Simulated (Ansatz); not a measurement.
**B4As3N: the band gap up the ladder of functionals**

An exercise on one series of results from a longer session: the logs are not shown, and one member is left open.

The runs shown are made with Ansatz 0.2.0. PAW datasets, plane waves. Values at 0 K without nuclear motion; spin polarisation is off, and the phase may be a hypothetical one.

### The cell

The cell was relaxed beforehand with r2SCAN.

It is tetragonal, I-42m (No. 121); a = 4.522 Å, c = 8.899 Å in the conventional setting, 11.37 Å³ an atom. Around N lie 4 B at 1.63 Å; around B lie 1 N at 1.63 Å and 3 As at 2.04–2.14 Å; around As lie 4 B at 2.04 Å; around As lie 4 B at 2.14 Å.

As a file:

```cif
data_structure
_symmetry_space_group_name_H-M 'I-42m'
_symmetry_Int_Tables_number 121
_cell_length_a 4.5221
_cell_length_b 4.5221
_cell_length_c 8.8986
_cell_angle_alpha 90.000
_cell_angle_beta 90.000
_cell_angle_gamma 90.000
_cell_volume 181.97
loop_
_atom_site_label
_atom_site_type_symbol
_atom_site_symmetry_multiplicity
_atom_site_Wyckoff_symbol
_atom_site_fract_x
_atom_site_fract_y
_atom_site_fract_z
_atom_site_occupancy
N1 N 2 a 0.00000 0.00000 0.00000 1
B1 B 8 i 0.29700 0.29700 0.38877 1
As1 As 4 d 0.50000 0.00000 0.25000 1
As2 As 2 b 0.50000 0.50000 0.00000 1
```

The first run:

Contents of input.yaml:

```yaml
crystal:
  lattice:
    - [-2.2610268787, 2.2610268787, 4.4492876299]
    - [2.2610268787, -2.2610268787, 4.4492876299]
    - [2.2610268787, 2.2610268787, -4.4492876299]
  atoms:
    - { symbol: "N", position: [0.0, 0.0, 0.0] }
    - { symbol: B, position: [0.6857709925, 0.6857709925, 0.5939923286] }
    - { symbol: As, position: [0.25, 0.75, 0.5] }
    - { symbol: B, position: [0.9082213362, 0.3142290075, 0.0] }
    - { symbol: As, position: [0.5, 0.5, 0.0] }
    - { symbol: B, position: [0.0917786638, 0.0917786638, 0.4060076714] }
    - { symbol: As, position: [0.75, 0.25, 0.5] }
    - { symbol: B, position: [0.3142290075, 0.9082213362, 0.0] }
kpoints:
  mp_grid: { grid: [8, 8, 8] }
  band_path:
    path:
      - [[0.0, 0.0, 0.0], [9.552595548485e-18, -9.552595548485e-18, 0.5], [0.25, 0.25, 0.25], [6.037444653485e-17, 0.5, -6.037444653485e-17], [0.0, 0.0, 0.0], [0.5, 0.5, -0.5], [0.3145610365769, 0.6854389634231, -0.3145610365769]]
      - [[-0.3145610365769, 0.3145610365769, 0.3145610365769], [0.0, 0.0, 0.0]]
      - [[9.552595548485e-18, -9.552595548485e-18, 0.5], [-0.1291220731537, 0.1291220731537, 0.5]]
      - [[0.5, 0.5, -0.1291220731537], [0.5, 0.5, -0.5]]
    npoints: 10
hamiltonian:
  xc: pbe
scf:
  occupations: { method: fermi_dirac, width: 0.02 }
  n_extra_bands: 6
output:
  forces: true
  stress: true
  eigenvalues: true
```

Started as:

```
> ansatz run input.yaml --threads 4 --pin off --max-ram 6451MiB --backend cpu --events-out ev --progress --plain --runs-dir out
```

Among the steps run: Band structure with PBE; r2SCAN; HSE06; Single point with PBE+SOC; PBE0 at the same geometry.

One table of the session follows, with a row left open; its other results are not shown here.

| level | gap (eV) |
| --- | --- |
| PBE | ? |
| r2SCAN | 1.53 |
| HSE06 | 2.03 |
| PBE+SOC | 1.17 |
| PBE0 | 2.72 |

Q: Estimate the row for PBE from the others.

As computed: gap (eV): 1.24. In the column «gap (eV)» it lies between PBE+SOC (1.17) and r2SCAN (1.53).

Meshes: PBE 8×8×8, r2SCAN 8×8×8, HSE06 4×4×4, PBE+SOC 8×8×8, PBE0 4×4×4

What this shows: The gap runs from 1.17 eV (PBE+SOC) to 2.72 eV (PBE0). PBE reaches 61 % of the HSE06 value, and r2SCAN 75 %. PBE0 lies 0.69 eV above HSE06, which differs from it by screening the long-range exchange.

Caveats from the session: Warnings in the runs' records: stress scf threshold loose, stress exchange threshold loose.
